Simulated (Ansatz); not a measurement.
**CH2ClFOSi: basis-set convergence**

An exercise on one series of results from a longer session: the logs are not shown, and one member is left open.

Method: one geometry, several basis sets; program: Ansatz 0.2.0, Gaussian basis.

Levels to be run: PBE0-D4/def2-SVP; ωB97M-V/def2-SVP; PBE0-D4/def2-QZVPP; ωB97M-V/def2-QZVPP; the functionals' def2-TZVPP values are taken from earlier runs.

### The geometry

An earlier PBE0-D4 in a triple-zeta def2 set relaxation fixed the geometry.

SMILES `FC1(Cl)O[SiH2]1`, 7 atoms, charge 0, spin multiplicity 1.

Atoms are counted from 1 here; the program's logs count them from 0.

Bond lengths: F1–C2 1.344 Å, C2–Cl3 1.759 Å, C2–O4 1.395 Å, C2–Si5 1.818 Å, O4–Si5 1.691 Å, Si5–H6 1.476 Å, Si5–H7 1.475 Å. Angles: F1–C2–Cl3 108.8°, F1–C2–O4 112.4°, F1–C2–Si5 123.9°, Cl3–C2–O4 114.1°, Cl3–C2–Si5 124.7°, O4–C2–Si5 61.9°, C2–O4–Si5 71.4°, C2–Si5–O4 46.7°, C2–Si5–H6 121.7°, C2–Si5–H7 121.8°, O4–Si5–H6 115.7°, O4–Si5–H7 116.3°, H6–Si5–H7 115.1°.

Set-up of the first run:

Contents of in.yaml:

```yaml
crystal:
  periodic: [false, false, false]
  atoms:
    - {symbol: F, position_ang: [-0.309050, -1.230642, 1.517303]}
    - {symbol: C, position_ang: [0.262293, -0.694716, 0.425102]}
    - {symbol: Cl, position_ang: [1.854126, -1.410664, 0.208677]}
    - {symbol: O, position_ang: [-0.558260, -0.779308, -0.699959]}
    - {symbol: Si, position_ang: [-0.290459, 0.853911, -0.350738]}
    - {symbol: H, position_ang: [-1.459079, 1.599713, 0.155289]}
    - {symbol: H, position_ang: [0.561629, 1.593707, -1.301374]}
basis:
  gaussian: {orbitals: def2-SVP}
hamiltonian: {xc: pbe0, dispersion: d4}
output: {orbitals: {seedname: orbitals}}
```

Started as:

```bash
$ ansatz run in.yaml --threads 2 --pin off --events-out ev --progress --plain --max-ram 4352MiB
```

Steps of the session up to this table: PBE0-D4 in def2-SVP; ωB97M-V in def2-SVP; PBE0-D4 in def2-QZVPP; ωB97M-V in def2-QZVPP.

One table of the session follows, with a row left open; its other results are not shown here.

It belongs to the step «Functionals by basis». 

```
functional       basis  HOMO (eV)
   PBE0-D4    def2-SVP          ?
   PBE0-D4  def2-TZVPP      -7.89
   PBE0-D4  def2-QZVPP      -7.93
   ωB97M-V    def2-SVP      -9.94
   ωB97M-V  def2-TZVPP     -10.08
   ωB97M-V  def2-QZVPP     -10.13
```

Estimate the missing values for PBE0-D4, def2-SVP.

The run gave: HOMO (eV): -7.79. In the column «HOMO (eV)» it is the highest.
